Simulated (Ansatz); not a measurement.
# Cl₂FHSi (built from SMILES Cl[Si]Cl.F): search for a transition state

Is there a first-order saddle for this insertion of a carbenoid, which should form Si1–H4, Si1–F5 and break H4–F5, and which two structures does it connect?

Program: Ansatz 0.2.0, Gaussian basis. Level of theory: PBE0-D4, def2-SVP first, then def2-TZVP. These are calculated values, not measurements.

114 further runs of the same task are left out: 114 set aside as unsound or not needed.

### 1 Where the work starts

The guess: 5 atoms, charge 0, spin multiplicity 1.

Atoms are counted from 1 here; the program's logs count them from 0.

Bond lengths: Si1–Cl2 2.011 Å, Si1–Cl3 2.011 Å, Si1–H4 1.560 Å. Angles: Cl2–Si1–Cl3 105.9°, Cl2–Si1–H4 119.9°, Cl3–Si1–H4 120.0°.

Geometry (Å):

```mol
Cl2FHSi
  3D, bonds by distance, orders not assigned

  5  3  0  0  0  0  0  0  0  0999 V2000
    0.2040   -0.3959    0.3623 Si  0  0
    1.5834   -0.7800   -1.0502 Cl  0  0
   -1.4118   -1.4867   -0.1323 Cl  0  0
    0.0286    1.0559    0.9051 H   0  0
   -0.4042    1.6067   -0.0849 F   0  0
  1  2  8  0
  1  3  8  0
  1  4  8  0
M  END
```

Distances that are to change: Si1–H4 1.56 Å, Si1–F5 2.14 Å, H4–F5 1.21 Å.

### 2 Relaxing the guess with the reacting distances held

hold/in.yaml reads:

```yaml
crystal:
  periodic: [false, false, false]
  atoms:
    - {symbol: Si, position_ang: [0.204000, -0.395900, 0.362300]}
    - {symbol: Cl, position_ang: [1.583400, -0.780000, -1.050200]}
    - {symbol: Cl, position_ang: [-1.411800, -1.486700, -0.132300]}
    - {symbol: H, position_ang: [0.028600, 1.055900, 0.905100]}
    - {symbol: F, position_ang: [-0.404200, 1.606700, -0.084900]}
basis:
  gaussian: {orbitals: def2-SVP}
hamiltonian: {xc: pbe0, dispersion: d4}
relax: {f_tol: 0.08, max_steps: 120, escape_saddle: false, constraints: [{distance: [0, 3]}, {distance: [0, 4]}, {distance: [3, 4]}]}
```

Command:

```console
$ ansatz run in.yaml --threads 2 --pin off --events-out ev --progress --plain --max-ram 4352MiB
```

The program printed, shortened:

```text
Functional definition: PBE0
  name "PBE0"
  cite "Adamo & Barone, J. Chem. Phys. 110, 6158 (1999) doi:10.1063/1.478522"
  cite "Perdew, Burke & Ernzerhof, Phys. Rev. Lett. 77, 3865 (1996) doi:10.1103/PhysRevLett.77.3865"
  parent pbe
[...]
715 factors; integrals over basis functions are off by at most 2.9e-4 eV
[...]
mean field -35630.10493656 eV, -1309.3822054659 hartree, gradient 1.3e-5 eV, S^2 0.000000; 0 other end points of the search recorded, 0 dependent functions left out
[...]
reference -35630.10495576 eV, -1309.3822061715 hartree; 29, 29 occupied and 44, 44 virtual orbitals, 715 factors
relax step   1: F+E_penalty+E_count = -35630.22646133 eV  Δ(F+E_penalty+E_count) = +0.000e0 eV  max|allowed force component| = 7.498e-1 eV/Å  Δτ_max = 0.0000 Å  (26 SCF iters, accepted)
[...]
relax step   2: F+E_penalty+E_count = -35630.26344768 eV  Δ(F+E_penalty+E_count) = -3.699e-2 eV  max|allowed force component| = 1.160e-1 eV/Å  Δτ_max = 0.0554 Å  (30 SCF iters, accepted)
[...]
relax step   3: F+E_penalty+E_count = -35630.26537836 eV  Δ(F+E_penalty+E_count) = -1.931e-3 eV  max|allowed force component| = 2.792e-2 eV/Å  Δτ_max = 0.0206 Å  (30 SCF iters, accepted)
  distance Si 0 - H 3 held at 1.559846 Å   reaction = -1.2846e0 eV/Å
  distance Si 0 - F 4 held at 2.140164 Å   reaction = +7.9357e-1 eV/Å
  distance H 3 - F 4 held at 1.212764 Å   reaction = +7.4540e-1 eV/Å
715 factors; integrals over basis functions are off by at most 2.9e-4 eV
[...]
mean field -35630.14512644 eV, -1309.3836824169 hartree, gradient 1.3e-5 eV, S^2 0.000000; 1 other end points of the search recorded, 0 dependent functions left out
[...]
reference -35630.14514567 eV, -1309.3836831236 hartree; 29, 29 occupied and 44, 44 virtual orbitals, 715 factors
Total energy: -35630.26539759 eV, -1309.3881023002 hartree
Atom 0 at     0.200344    -0.381621     0.360554 Å, force    -0.089050    -0.456628    -0.643116 eV/Å
Atom 1 at     1.618663    -0.794349    -1.067428 Å, force    -0.006125     0.007632     0.018310 eV/Å
Atom 2 at    -1.441152    -1.515723    -0.129726 Å, force     0.010940     0.011849     0.012940 eV/Å
Atom 3 at     0.027756     1.067447     0.911495 Å, force    -0.407160     1.521360    -0.158944 eV/Å
Atom 4 at    -0.405612     1.624246    -0.074894 Å, force     0.491395    -1.084213     0.770809 eV/Å
Dipole moment:     0.132438    -0.210820     0.270324 e Å
```

Run time: 5 s. Hardware: 2 threads of Arm Neoverse V1, shared host.

The steps of the relaxation:

| step | energy from step 1 (eV) | largest force component (eV/Å) |
| --- | --- | --- |
| 1 | 0.0000 | 0.7498 |
| 2 | -0.0370 | 0.1160 |
| 3 | -0.0389 | 0.0279 |

Distances of close pairs at the start and the end, largest changes first:

| bond | before (Å) | after (Å) | change (Å) |
| --- | --- | --- | --- |
| Si1–Cl3 | 2.011 | 2.055 | +0.043 |
| Si1–Cl2 | 2.011 | 2.055 | +0.043 |
| Si1–H4 | 1.560 | 1.560 | +0.000 |

### 3 A starting Hessian

hessian/in.yaml reads:

```yaml
crystal:
  periodic: [false, false, false]
  atoms:
    - {symbol: Si, position_ang: [0.200344, -0.381621, 0.360554]}
    - {symbol: Cl, position_ang: [1.618663, -0.794349, -1.067428]}
    - {symbol: Cl, position_ang: [-1.441152, -1.515723, -0.129726]}
    - {symbol: H, position_ang: [0.027756, 1.067447, 0.911495]}
    - {symbol: F, position_ang: [-0.405612, 1.624246, -0.074894]}
basis:
  gaussian: {orbitals: def2-SVP}
hamiltonian: {xc: pbe0, dispersion: d4}
phonons: {}
scf: {lower_state_search: off}
```

Command:

```console
$ ansatz run in.yaml --threads 2 --pin off --events-out ev --progress --plain --max-ram 4352MiB
```

The program printed, shortened:

```text
Functional definition: PBE0
  name "PBE0"
  cite "Adamo & Barone, J. Chem. Phys. 110, 6158 (1999) doi:10.1063/1.478522"
  cite "Perdew, Burke & Ernzerhof, Phys. Rev. Lett. 77, 3865 (1996) doi:10.1103/PhysRevLett.77.3865"
  parent pbe
[...]
716 factors; integrals over basis functions are off by at most 2.9e-4 eV
[...]
mean field -35630.14512702 eV, -1309.3836824381 hartree, gradient 2.9e-6 eV, S^2 0.000000; 0 other end points of the search recorded, 0 dependent functions left out
[...]
reference -35630.14514622 eV, -1309.3836831436 hartree; 29, 29 occupied and 44, 44 virtual orbitals, 716 factors
[... from here to the last solve, the lines of the solves are left out (29 solves) ...]
716 factors; integrals over basis functions are off by at most 2.9e-4 eV
[...]
mean field -35630.14317894 eV, -1309.3836108475 hartree, gradient 2.8e-6 eV, S^2 0.000000; 0 other end points of the search recorded, 0 dependent functions left out
[...]
reference -35630.14319814 eV, -1309.3836115531 hartree; 29, 29 occupied and 44, 44 virtual orbitals, 716 factors
WARN: phonons: modes at or below zero, which the zero-point energy, F, S and C_V leave out: 1, the lowest at -1187.15 cm⁻¹. A minimum has none, and a first-order saddle one
Total energy: -35630.26539814 eV, -1309.3881023203 hartree
Atom 0 at     0.200344    -0.381621     0.360554 Å, force    -0.089033    -0.456654    -0.643096 eV/Å
Atom 1 at     1.618663    -0.794349    -1.067428 Å, force    -0.006134     0.007643     0.018310 eV/Å
Atom 2 at    -1.441152    -1.515723    -0.129726 Å, force     0.010936     0.011854     0.012935 eV/Å
Atom 3 at     0.027756     1.067447     0.911495 Å, force    -0.407160     1.521358    -0.158939 eV/Å
Atom 4 at    -0.405612     1.624246    -0.074894 Å, force     0.491391    -1.084201     0.770791 eV/Å
Dipole moment:     0.132437    -0.210819     0.270323 e Å
Vibrations: -1187.15 133.11 155.50 210.87 487.19 591.06 591.48 679.02 2015.07 cm⁻¹, zero-point energy 0.301486 eV
Checks for a lower state left out: stability, starts, cluster_reference, orbital_swaps, neighbouring_geometries, increment
```

It took 24 s on 2 threads of Arm Neoverse V1, shared host.

The structure is not stationary yet, so these wavenumbers are no spectrum; the search needs only the force constants.

### 4 Saddle search in the small basis

A small driver takes partitioned rational-function steps: uphill along one mode, downhill along the rest. It calls the program once a step for energy and forces and updates the Hessian by Bofill's formula. It stops when the largest force is under 0.03 eV/Å and the followed curvature is negative. The first step's input:

presaddle/in.yaml reads:

```yaml
crystal:
  periodic: [false, false, false]
  atoms:
    - {symbol: Si, position_ang: [0.200344, -0.381621, 0.360554]}
    - {symbol: Cl, position_ang: [1.618663, -0.794349, -1.067428]}
    - {symbol: Cl, position_ang: [-1.441152, -1.515723, -0.129726]}
    - {symbol: H, position_ang: [0.027756, 1.067447, 0.911495]}
    - {symbol: F, position_ang: [-0.405612, 1.624246, -0.074894]}
basis:
  gaussian: {orbitals: def2-SVP}
hamiltonian: {xc: pbe0, dispersion: d4}
output: {forces: true}
scf: {lower_state_search: off}
```

Command:

```console
$ ansatz run in.yaml --threads 2 --pin off --events-out ev --progress --plain --max-ram 4352MiB
```

Step by step:

```
step   energy (eV)  largest force (eV/Å)  followed curvature (eV/Å²)
   1  -35630.26537                1.5213                      -13.52
   2  -35630.42028                0.4442                      -13.66
   3  -35630.43382                0.0678                      -13.58
   4  -35630.43452                0.0177                      -13.57
```

The 4 steps took 3.4 s in all (2 threads of Arm Neoverse V1, shared host).

### 5 Saddle search in triple zeta

A small driver takes partitioned rational-function steps: uphill along one mode, downhill along the rest. It calls the program once a step for energy and forces and updates the Hessian by Bofill's formula. It stops when the largest force is under 0.008 eV/Å and the followed curvature is negative. The first step's input:

saddle/in.yaml reads:

```yaml
crystal:
  periodic: [false, false, false]
  atoms:
    - {symbol: Si, position_ang: [0.188859, -0.345271, 0.350729]}
    - {symbol: Cl, position_ang: [1.609224, -0.758624, -1.085012]}
    - {symbol: Cl, position_ang: [-1.458172, -1.481579, -0.144995]}
    - {symbol: H, position_ang: [0.029187, 1.159148, 0.986739]}
    - {symbol: F, position_ang: [-0.369098, 1.426327, -0.107462]}
basis:
  gaussian: {orbitals: def2-TZVP}
hamiltonian: {xc: pbe0, dispersion: d4}
output: {forces: true}
scf: {lower_state_search: off}
```

Command:

```console
$ ansatz run in.yaml --threads 2 --pin off --events-out ev --progress --plain --max-ram 4352MiB
```

Step by step:

```csv
step,energy (eV),largest force (eV/Å),followed curvature (eV/Å²)
1,-35645.38508,0.3247,-13.57
2,-35645.38788,0.1058,-16.58
3,-35645.38778,0.0055,-16.78
```

The 3 steps took 6.6 s in all (2 threads of Arm Neoverse V1, shared host).

The point found:

```xyz
5
Cl2FHSi
Si    0.1919   -0.3554    0.3530
Cl    1.5956   -0.7579   -1.0812
Cl   -1.4463   -1.4748   -0.1490
H     0.0251    1.1657    0.9784
F    -0.3663    1.4224   -0.1012
```

Followed mode, largest move set to 1: H4 (0.36, -0.56, 0.74); Si1 (-0.30, 0.76, -0.39); F5 (-0.15, -0.24, -0.66); Cl2 (0.02, 0.02, 0.16).

### 6 Vibrations at the point found

vib/in.yaml reads:

```yaml
crystal:
  periodic: [false, false, false]
  atoms:
    - {symbol: Si, position_ang: [0.191936, -0.355378, 0.352980]}
    - {symbol: Cl, position_ang: [1.595568, -0.757912, -1.081189]}
    - {symbol: Cl, position_ang: [-1.446320, -1.474842, -0.148989]}
    - {symbol: H, position_ang: [0.025092, 1.165683, 0.978403]}
    - {symbol: F, position_ang: [-0.366276, 1.422450, -0.101206]}
basis:
  gaussian: {orbitals: def2-TZVP}
hamiltonian: {xc: pbe0, dispersion: d4}
phonons: {temperatures: {t_min: 298.15, t_max: 900, t_step: 200}}
```

Command:

```console
$ ansatz run in.yaml --threads 2 --pin off --events-out ev --progress --plain --max-ram 4352MiB
```

The program printed, shortened:

```text
Functional definition: PBE0
  name "PBE0"
  cite "Adamo & Barone, J. Chem. Phys. 110, 6158 (1999) doi:10.1063/1.478522"
  cite "Perdew, Burke & Ernzerhof, Phys. Rev. Lett. 77, 3865 (1996) doi:10.1103/PhysRevLett.77.3865"
  parent pbe
[...]
1004 factors; their error is unknown
[...]
mean field -35645.26626654 eV, -1309.9393740661 hartree, gradient 1.9e-5 eV, S^2 0.000000; 0 other end points of the search recorded, 0 dependent functions left out
[...]
reference -35645.26629160 eV, -1309.9393749871 hartree; 29, 29 occupied and 119, 119 virtual orbitals, 1004 factors
[... from here to the last solve, the lines of the solves are left out (29 solves) ...]
1004 factors; their error is unknown
mean field -35645.26625043 eV, -1309.9393734742 hartree, gradient 1.4e-6 eV, S^2 0.000000; 0 other end points of the search recorded, 0 dependent functions left out
[...]
reference -35645.26627550 eV, -1309.9393743952 hartree; 29, 29 occupied and 119, 119 virtual orbitals, 1004 factors
WARN: phonons: modes at or below zero, which the zero-point energy, F, S and C_V leave out: 1, the lowest at -1309.48 cm⁻¹. A minimum has none, and a first-order saddle one
Total energy: -35645.38777500 eV, -1309.9438394197 hartree
Atom 0 at     0.191936    -0.355378     0.352980 Å, force    -0.000857    -0.003519    -0.005468 eV/Å
Atom 1 at     1.595568    -0.757912    -1.081189 Å, force    -0.002431     0.000563     0.002888 eV/Å
Atom 2 at    -1.446320    -1.474842    -0.148989 Å, force     0.003104     0.001845     0.001188 eV/Å
Atom 3 at     0.025092     1.165683     0.978403 Å, force     0.000988     0.001096     0.004038 eV/Å
Atom 4 at    -0.366276     1.422450    -0.101206 Å, force    -0.000805     0.000015    -0.002646 eV/Å
Dipole moment:     0.059333     0.025543     0.213248 e Å
Vibrations: -1309.48 151.40 169.33 225.67 490.78 571.29 597.13 628.00 1896.90 cm⁻¹, zero-point energy 0.293254 eV
```

Run time: 60 s. Hardware: 2 threads of Arm Neoverse V1, shared host.

Wavenumbers and character of the modes:

| mode | wavenumber (cm⁻¹) | character |
| --- | --- | --- |
| 1 | 1309i | changes Si1–H4, H4–F5 |
| 2 | 151 | bend with torsion |
| 3 | 169 | bend |
| 4 | 226 | torsion with bend |
| 5 | 491 | Si–Cl stretch with bend |
| 6 | 571 | Si–Cl stretch |
| 7 | 597 | F–H and Si–Cl stretch |
| 8 | 628 | torsion with bend |
| 9 | 1897 | Si–H stretch |

Vibrational sums (real modes only):

```
T (K)  entropy (J/mol/K)  heat capacity (J/mol/K)
  298               37.9                     41.7
  498               62.1                     52.0
  698               80.5                     56.9
  898               95.3                     59.8
```

### 7 Relaxing after a step of 0.30 Å one way along the mode

downa/in.yaml reads:

```yaml
crystal:
  periodic: [false, false, false]
  atoms:
    - {symbol: Si, position_ang: [0.101799, -0.127004, 0.234625]}
    - {symbol: Cl, position_ang: [1.601479, -0.752943, -1.031983]}
    - {symbol: Cl, position_ang: [-1.426506, -1.466686, -0.104050]}
    - {symbol: H, position_ang: [0.133285, 0.996412, 1.201207]}
    - {symbol: F, position_ang: [-0.410057, 1.350221, -0.299799]}
basis:
  gaussian: {orbitals: def2-TZVP}
hamiltonian: {xc: pbe0, dispersion: d4}
relax: {f_tol: 0.005, max_steps: 200}
```

Command:

```console
$ ansatz run in.yaml --threads 2 --pin off --events-out ev --progress --plain --max-ram 4352MiB
```

The program printed, shortened:

```text
Functional definition: PBE0
  name "PBE0"
  cite "Adamo & Barone, J. Chem. Phys. 110, 6158 (1999) doi:10.1063/1.478522"
  cite "Perdew, Burke & Ernzerhof, Phys. Rev. Lett. 77, 3865 (1996) doi:10.1103/PhysRevLett.77.3865"
  parent pbe
[...]
1004 factors; their error is unknown
[...]
mean field -35646.85686583 eV, -1309.9978275118 hartree, gradient 2.3e-5 eV, S^2 0.000000; 0 other end points of the search recorded, 0 dependent functions left out
[...]
reference -35646.85689091 eV, -1309.9978284335 hartree; 29, 29 occupied and 119, 119 virtual orbitals, 1004 factors
relax step   1: F+E_penalty+E_count = -35646.97641100 eV  Δ(F+E_penalty+E_count) = +0.000e0 eV  max|allowed force component| = 2.626e0 eV/Å  Δτ_max = 0.0000 Å  (26 SCF iters, accepted)
[...]
1004 factors; their error is unknown
mean field -35648.91492677 eV, -1310.0734598565 hartree, gradient 1.1e-5 eV, S^2 0.000000; 1 other end points of the search recorded, 0 dependent functions left out
[...]
reference -35648.91495204 eV, -1310.0734607849 hartree; 29, 29 occupied and 119, 119 virtual orbitals, 1004 factors
Total energy: -35649.03573446 eV, -1310.0778994572 hartree
Atom 0 at     0.000521     0.090173     0.071049 Å, force     0.000211    -0.000946    -0.000031 eV/Å
Atom 1 at     1.657143    -0.601063    -0.863529 Å, force    -0.000653    -0.000430    -0.000518 eV/Å
Atom 2 at    -1.440142    -1.331066     0.085640 Å, force     0.000381    -0.000189    -0.000836 eV/Å
Atom 3 at     0.323036     0.503588     1.441426 Å, force    -0.000616     0.002066    -0.000431 eV/Å
Atom 4 at    -0.540558     1.338369    -0.734587 Å, force     0.000677    -0.000502     0.001816 eV/Å
Dipole moment:     0.065597    -0.019048     0.199401 e Å
```

Wall time 25 s (2 threads of Arm Neoverse V1, shared host).

Step by step:

```csv
step,energy from step 1 (eV),largest force component (eV/Å)
1,0.0000,2.6261
2,-1.1431,2.6997
3,-1.8268,1.3350
4,-2.0144,1.2568
5,-2.0308,0.4134
6,-2.0564,0.2675
7,-2.0592,0.0444
8,-2.0593,0.0021
```

Distances of close pairs at the start and the end, largest changes first:

```
   bond  before (Å)  after (Å)  change (Å)
 Si1–F5       1.652      1.581      -0.071
Si1–Cl3       2.060      2.024      -0.037
Si1–Cl2       2.060      2.024      -0.037
 Si1–H4       1.482      1.467      -0.015
```

### 8 Relaxing after a step of 0.30 Å the other way along the mode

downb/in.yaml reads:

```yaml
crystal:
  periodic: [false, false, false]
  atoms:
    - {symbol: Si, position_ang: [0.282074, -0.583753, 0.471336]}
    - {symbol: Cl, position_ang: [1.589658, -0.762880, -1.130394]}
    - {symbol: Cl, position_ang: [-1.466135, -1.482999, -0.193928]}
    - {symbol: H, position_ang: [-0.083101, 1.334954, 0.755599]}
    - {symbol: F, position_ang: [-0.322495, 1.494678, 0.097387]}
basis:
  gaussian: {orbitals: def2-TZVP}
hamiltonian: {xc: pbe0, dispersion: d4}
relax: {f_tol: 0.005, max_steps: 200}
```

Command:

```console
$ ansatz run in.yaml --threads 2 --pin off --events-out ev --progress --plain --max-ram 4352MiB
```

The program printed, shortened:

```text
Functional definition: PBE0
  name "PBE0"
  cite "Adamo & Barone, J. Chem. Phys. 110, 6158 (1999) doi:10.1063/1.478522"
  cite "Perdew, Burke & Ernzerhof, Phys. Rev. Lett. 77, 3865 (1996) doi:10.1103/PhysRevLett.77.3865"
  parent pbe
[...]
1004 factors; their error is unknown
[...]
mean field -35643.38352722 eV, -1309.8701846721 hartree, gradient 6.3e-5 eV, S^2 0.000000; 0 other end points of the search recorded, 0 dependent functions left out
[...]
reference -35643.38355238 eV, -1309.8701855969 hartree; 29, 29 occupied and 119, 119 virtual orbitals, 1004 factors
relax step   1: F+E_penalty+E_count = -35643.50578683 eV  Δ(F+E_penalty+E_count) = +0.000e0 eV  max|allowed force component| = 2.558e1 eV/Å  Δτ_max = 0.0000 Å  (25 SCF iters, accepted)
[...]
1004 factors; their error is unknown
[...]
mean field -35646.04955796 eV, -1309.9681594948 hartree, gradient 5.7e-5 eV, S^2 0.000000; 1 other end points of the search recorded, 0 dependent functions left out
[...]
reference -35646.04958382 eV, -1309.9681604454 hartree; 29, 29 occupied and 119, 119 virtual orbitals, 1004 factors
Total energy: -35646.16710553 eV, -1309.9724792883 hartree
Atom 0 at     0.382042    -1.005778     0.474393 Å, force    -0.000094     0.000159     0.000079 eV/Å
Atom 1 at     1.561701    -0.916352    -1.239041 Å, force     0.004174     0.000936    -0.001347 eV/Å
Atom 2 at    -1.440475    -1.624707    -0.319755 Å, force    -0.004113    -0.001035     0.001233 eV/Å
Atom 3 at    -0.188635     2.016375     0.929986 Å, force    -0.000671    -0.002808    -0.004416 eV/Å
Atom 4 at    -0.314632     1.530462     0.154416 Å, force     0.000704     0.002748     0.004451 eV/Å
Dipole moment:     0.048622     0.436998     0.491760 e Å
```

Run time: 36 s. Hardware: 2 threads of Arm Neoverse V1, shared host.

Along the way: (the energy doesn't fall at every step)

```
step  energy from step 1 (eV)  largest force component (eV/Å)
   1                   0.0000                         25.5822
   2                  -2.4900                          0.9557
   3                  -2.5460                          1.8677
   4                  -2.6106                          1.4352
   5                  -2.6475                          0.5658
   6                  -2.6570                          0.0845
   7                  -2.6489                          0.7065
   8                  -2.6605                          0.0413
   9                  -2.6606                          0.0988
  10                  -2.6613                          0.0061
  11                  -2.6613                          0.0054
  12                  -2.6613                          0.0044
```

Distances of close pairs at the start and the end, largest changes first:

```csv
bond,before (Å),after (Å),change (Å)
H4–F5,0.718,0.924,+0.205
Si1–Cl2,2.075,2.082,+0.007
Si1–Cl3,2.075,2.082,+0.007
```

### 9 The three structures

| pair | start side (Å) | saddle (Å) | end side (Å) |
| --- | --- | --- | --- |
| Si1–H4 | 3.109 | 1.653 | 1.467 |
| Si1–F5 | 2.650 | 1.918 | 1.581 |
| H4–F5 | 0.924 | 1.177 | 2.485 |

### 10 What came out

```
                       quantity                                       value
                 imaginary mode                                  1309i cm⁻¹
    barrier from the start side                                 75.2 kJ/mol
      barrier from the end side                                352.0 kJ/mol
             energy of the step                               -276.8 kJ/mol
              pairs that change  Si1–H4 formed, Si1–F5 formed, H4–F5 broken
zero-point energy at the saddle                                    0.293 eV
```

What this shows: One imaginary mode, 1309i cm⁻¹, makes this a first-order saddle. Going downhill both ways gives the intended start and end. At PBE0-D4/def2-TZVP the electronic barrier is 75.2 kJ/mol, about 30 kT at 298 K, and the step runs 276.8 kJ/mol downhill. With so stiff a mode tunnelling counts: Wigner's rough correction is a factor of 2.7 at 298 K. A step off the saddle overshot and began above it in energy, so the link to its end is likely but not proven. Lower complexes than these ends may exist.
